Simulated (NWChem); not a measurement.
**the pair CH2BNO···HCl: a chain of runs**

Aim: a single-point energy (singlet CH3BClNO, MP2/jun-cc-pV(D+d)Z), then the energy (singlet CH2BNO, MP2/jun-cc-pV(D+d)Z), then the energy (singlet HCl, MP2/jun-cc-pV(D+d)Z), then a single-point energy (singlet CH2BNO, MP2/jun-cc-pV(D+d)Z), then a single-point energy (singlet HCl, MP2/jun-cc-pV(D+d)Z) of CH3BClNO and its partners. 

Program for the calculation: NWChem 7.3.0.

## 1. The system as given

CH3BClNO has 8 atoms, charge 0, and is taken as a singlet. The two molecules were placed rigidly side by side, at 1 times their contact distance; the pair isn't optimised.

Bond lengths: B1–N2 1.404 Å, N2–C3 1.196 Å, C3–O4 1.162 Å, B1–H5 1.195 Å, B1–H6 1.193 Å, Cl7–H8 1.279 Å. Angles: B1–N2–C3 159.7°, N2–C3–O4 176.4°, N2–B1–H5 119.2°, N2–B1–H6 118.7°, H5–B1–H6 122.1°.

## 2. A single-point energy at MP2/jun-cc-pV(D+d)Z (run 1)

Contents of calc.nw:

```
start calc
title "CH3BClNO mp2"
memory total 2200 mb

geometry noautosym nocenter noautoz
B    -0.477000    0.966070   -0.137020
N     0.220000   -0.187130    0.257780
C     0.661900   -1.298230    0.222080
O     1.122200   -2.364730    0.253280
H    -1.055600    0.969270   -1.183020
H    -0.471500    1.914770    0.586880
Cl   -3.645450   -0.183100    1.369520
H    -4.760750   -0.731110    1.067690
end

basis spherical bse
* library "jun-cc-pV(D+d)Z"
end

scf
thresh 1e-08
maxiter 80
noprint "final vectors analysis"
end

mp2
freeze core 9
tight
end

task mp2
```

On the command line:

```console
nwchem calc.nw > calc.out
```

Output (excerpt; [...] marks lines left out):

```text
[...]
  functions       =   114
[...]
  wavefunction    = RHF
[...]
         Total SCF energy =   -653.172210798362
      One-electron energy =  -1210.457062630737
      Two-electron energy =    399.856070199020
 Nuclear repulsion energy =    157.428781633355
        Time for solution =    117.1s
[...]
          Total MP2 energy          -653.866242720551
[...]
```

Run time: 2.3 min. Hardware: 1 thread of Intel Xeon Platinum 8259CL at 2.50GHz (Skylake/Cascade Lake), shared host; peak memory 0.4 GiB.

## 3. CH2BNO: the energy at MP2/jun-cc-pV(D+d)Z (run 2)

Contents of run.nw:

```
start run
title "CH2BNO energy"
memory total 2200 mb
geometry units bohr noautosym nocenter noautoz
 B   -0.90139936   1.82560772  -0.25893027
 N    0.41573975  -0.35362445   0.48713360
 C    1.25080972  -2.45329915   0.41967038
 O    2.12065066  -4.46869206   0.47862983
 H   -1.99479490   1.83165484  -2.23558380
 H   -0.89100587   3.61839089   1.10904247
end
basis "ao basis" spherical bse
 * library "jun-cc-pV(D+d)Z"
end
scf
 thresh 1e-08
 maxiter 80
 print low
end
mp2
 freeze core 4
 tight
end
task mp2 energy
```

On the command line:

```console
nwchem run.nw > run.out
```

Output (excerpt; [...] marks lines left out):

```text
[...]
  functions       =    82
[...]
  wavefunction    = RHF
[...]
         Total SCF energy =   -193.078207273804
      One-electron energy =   -439.805140293093
      Two-electron energy =    156.785993353987
 Nuclear repulsion energy =     89.940939665301
        Time for solution =     28.2s
[...]
          Total MP2 energy          -193.620313639949
[...]
```

Wall time 33 s (1 thread of Intel Xeon Platinum 8259CL at 2.50GHz (Skylake/Cascade Lake), shared host); peak memory 0.18 GiB.

## 4. HCl: a single-point energy at MP2/jun-cc-pV(D+d)Z (run 3)

Contents of mymol.nw:

```
start mymol
memory stack 880 mb heap 220 mb global 1100 mb

geometry units bohr noautosym nocenter noautoz
   Cl    -6.88890210    -0.34600885     2.58801772
   H     -8.99651365    -1.38159767     2.01764169
end

basis "ao basis" spherical bse
   Cl library "jun-cc-pV(D+d)Z"
   H library "jun-cc-pV(D+d)Z"
end

scf
   thresh 1e-08
   maxiter 80
   print low
end

mp2
   freeze core 5
   tight
end

task mp2
```

On the command line:

```console
nwchem mymol.nw > mymol.out
```

Output (excerpt; [...] marks lines left out):

```text
[...]
  functions       =    32
[...]
  wavefunction    = RHF
[...]
         Total SCF energy =   -460.093802037201
      One-electron energy =   -649.758248956067
      Two-electron energy =    182.629676084320
 Nuclear repulsion energy =      7.034770834546
        Time for solution =      6.6s
[...]
          Total MP2 energy          -460.244069053613
[...]
```

Run time: 9.3 s. Hardware: 1 thread of Intel Xeon Platinum 8259CL at 2.50GHz (Skylake/Cascade Lake), shared host; peak memory 0.098 GiB.

## 5. CH2BNO among ghost functions: a single-point energy at MP2/jun-cc-pV(D+d)Z (with ghost functions) (run 4)

Contents of ch2bno.nw:

```
START ch2bno
memory 2200 mb
GEOMETRY units atomic noautosym nocenter noautoz
 B   -0.90139936   1.82560772  -0.25893027
 N    0.41573975  -0.35362445   0.48713360
 C    1.25080972  -2.45329915   0.41967038
 O    2.12065066  -4.46869206   0.47862983
 H   -1.99479490   1.83165484  -2.23558380
 H   -0.89100587   3.61839089   1.10904247
 bqCl    -6.888902    -0.346009     2.588018
 bqH     -8.996514    -1.381598     2.017642
END
BASIS spherical bse
 B library "jun-cc-pV(D+d)Z"
 N library "jun-cc-pV(D+d)Z"
 C library "jun-cc-pV(D+d)Z"
 O library "jun-cc-pV(D+d)Z"
 H library "jun-cc-pV(D+d)Z"
 bqCl library Cl "jun-cc-pV(D+d)Z"
 bqH library H "jun-cc-pV(D+d)Z"
END
SCF
 singlet
 rhf
 thresh 1e-08
 maxiter 80
 noprint "final vectors analysis"
END
MP2
 freeze core 4
 tight
END
TASK mp2 energy
```

On the command line:

```console
nwchem ch2bno.nw > ch2bno.out
```

Output (excerpt; [...] marks lines left out):

```text
[...]
  functions       =   114
[...]
  wavefunction    = RHF
[...]
         Total SCF energy =   -193.078251668740
      One-electron energy =   -439.805344191211
      Two-electron energy =    156.786152857170
 Nuclear repulsion energy =     89.940939665301
        Time for solution =    113.4s
[...]
          Total MP2 energy          -193.620489621414
[...]
```

Run time: 2.2 min. Hardware: 1 thread of Intel Xeon Platinum 8259CL at 2.50GHz (Skylake/Cascade Lake), shared host; peak memory 0.34 GiB.

## 6. HCl among ghost functions: a single-point energy at MP2/jun-cc-pV(D+d)Z (with ghost functions) (run 5)

Contents of clh.nw:

```
start clh
memory total 2200 mb
geometry units bohr noautosym nocenter noautoz
   Cl -6.88890210 -0.34600885  2.58801772
   H  -8.99651365 -1.38159767  2.01764169
   bqB     -0.901399     1.825608    -0.258930
   bqN      0.415740    -0.353624     0.487134
   bqC      1.250810    -2.453299     0.419670
   bqO      2.120651    -4.468692     0.478630
   bqH     -1.994795     1.831655    -2.235584
   bqH     -0.891006     3.618391     1.109042
end
basis "ao basis" spherical bse
   Cl library "jun-cc-pV(D+d)Z"
   H library "jun-cc-pV(D+d)Z"
   bqB library B "jun-cc-pV(D+d)Z"
   bqN library N "jun-cc-pV(D+d)Z"
   bqC library C "jun-cc-pV(D+d)Z"
   bqO library O "jun-cc-pV(D+d)Z"
   bqH library H "jun-cc-pV(D+d)Z"
end
scf
   nopen 0
   rhf
   thresh 1e-08
   maxiter 80
   noprint "final vectors analysis"
end
mp2
   freeze core 5
   tight
end
task mp2
```

On the command line:

```console
nwchem clh.nw > clh.out
```

Output (excerpt; [...] marks lines left out):

```text
[...]
  functions       =   114
[...]
  wavefunction    = RHF
[...]
         Total SCF energy =   -460.093937785316
      One-electron energy =   -649.758255443358
      Two-electron energy =    182.629546823496
 Nuclear repulsion energy =      7.034770834546
        Time for solution =     67.8s
[...]
          Total MP2 energy          -460.244920476834
[...]
```

Wall time 86 s (1 thread of Intel Xeon Platinum 8259CL at 2.50GHz (Skylake/Cascade Lake), shared host); peak memory 0.2 GiB.

## 7. Summary of results

```
                                                                                                                 quantity          value
                                                                                 run 1, MP2/jun-cc-pV(D+d)Z: total energy  -653.86624 Eh
                                                  run 1, MP2/jun-cc-pV(D+d)Z: correlation energy (9 core orbitals frozen)     -694.0 mEh
                                                                                                     CH2BNO: total energy  -193.62031 Eh
                                                                      CH2BNO: correlation energy (4 core orbitals frozen)     -542.1 mEh
                                                                                                        HCl: total energy  -460.24407 Eh
                                                                         HCl: correlation energy (5 core orbitals frozen)     -150.3 mEh
                                                                               CH2BNO among ghost functions: total energy  -193.62049 Eh
                                                CH2BNO among ghost functions: correlation energy (4 core orbitals frozen)     -542.2 mEh
                                                                                  HCl among ghost functions: total energy  -460.24492 Eh
                                                   HCl among ghost functions: correlation energy (5 core orbitals frozen)     -151.0 mEh
              interaction energy of the rigid parts CH2BNO and HCl (parts in their own basis; closest atoms 3.69 Å apart)      -0.051 eV
interaction energy of the rigid parts CH2BNO and HCl (parts in the whole basis, counterpoise; closest atoms 3.69 Å apart)      -0.023 eV
```

**Reading.** The interaction energy of the rigid parts CH2BNO and HCl (parts in their own basis; closest atoms 3.69 Å apart) is −0.05 eV (−1.2 kcal/mol): the parts attract. Without counterpoise this holds the superposition error of the basis. The interaction energy of the rigid parts CH2BNO and HCl (parts in the whole basis, counterpoise; closest atoms 3.69 Å apart) is −0.02 eV (−0.5 kcal/mol): the parts attract. The basis-set superposition error is 2.7 kJ/mol.
